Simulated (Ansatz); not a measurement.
# Br2Mg: the cost of one run

Computed with Ansatz 0.2.0, Gaussian basis. Level: unrestricted cation, the program's frozen cores in correlated methods.

Levels to be run: UKS PBE-D4/def2-TZVPP; UKS r2SCAN-D4/def2-TZVPP; UKS PBE0-D4/def2-TZVPP; UKS B3LYP-D4/def2-TZVPP; UKS wB97X-V/def2-TZVPP; UKS wB97M-V/def2-TZVPP; UKS B2PLYP/def2-TZVPP; UHF-CCSD(T)/def2-TZVPP; UHF-MP2/def2-QZVPP; extrapolation to the limit; then −ε(HOMO) from the neutral's earlier runs with LDA (SPW92), PBE-D4, revPBE-D4, BLYP-D4, r2SCAN-D4, B97M-V, PBE0-D4, B3LYP-D4, r2SCANh-D4, r2SCAN0-D4, HSE06-D4, BHLYP-D4, CAM-B3LYP-D4, LC-ωPBE, ωB97X-V, ωB97M-V.

## Step 1: The relaxed structure

All runs share one geometry, relaxed beforehand with PBE0-D4 in a triple-zeta def2 set.

SMILES `[Br][Mg][Br]`, 3 atoms, charge 0, spin multiplicity 1.

Atoms are counted from 1 here; the program's logs count them from 0.

Bond lengths: Br1–Mg2 2.320 Å, Mg2–Br3 2.320 Å. Angles: Br1–Mg2–Br3 179.9°.

Coordinates:

```mol
Br2Mg
  3D, bonds by distance, orders not assigned

  3  2  0  0  0  0  0  0  0  0999 V2000
   -1.9129    0.8889   -0.9570 Br  0  0
   -0.0035   -0.0204   -0.0038 Mg  0  0
    1.9053   -0.9332    0.9474 Br  0  0
  1  2  8  0
  2  3  8  0
M  END
```

## Step 2: Cation, UKS PBE-D4/def2-TZVPP

Contents of in.yaml:

```yaml
crystal:
  periodic: [false, false, false]
  atoms:
    - {symbol: Br, position_ang: [-1.912894, 0.888934, -0.956958]}
    - {symbol: Mg, position_ang: [-0.003452, -0.020421, -0.003765]}
    - {symbol: Br, position_ang: [1.905347, -0.933213, 0.947424]}
basis:
  gaussian: {orbitals: def2-TZVPP}
total_charge: 1
magnetization: {spin_polarized: true, initial_magnetization: 1}
hamiltonian: {xc: pbe, dispersion: d4}
```

On the command line:

```
$ ansatz run in.yaml --threads 4 --pin off --events-out ev --progress --plain --max-ram 10444MiB
```

What time and memory should one allow on 4 threads of Arm Neoverse V1, shared host?

About 27 s, with a peak of 0.31 GiB.
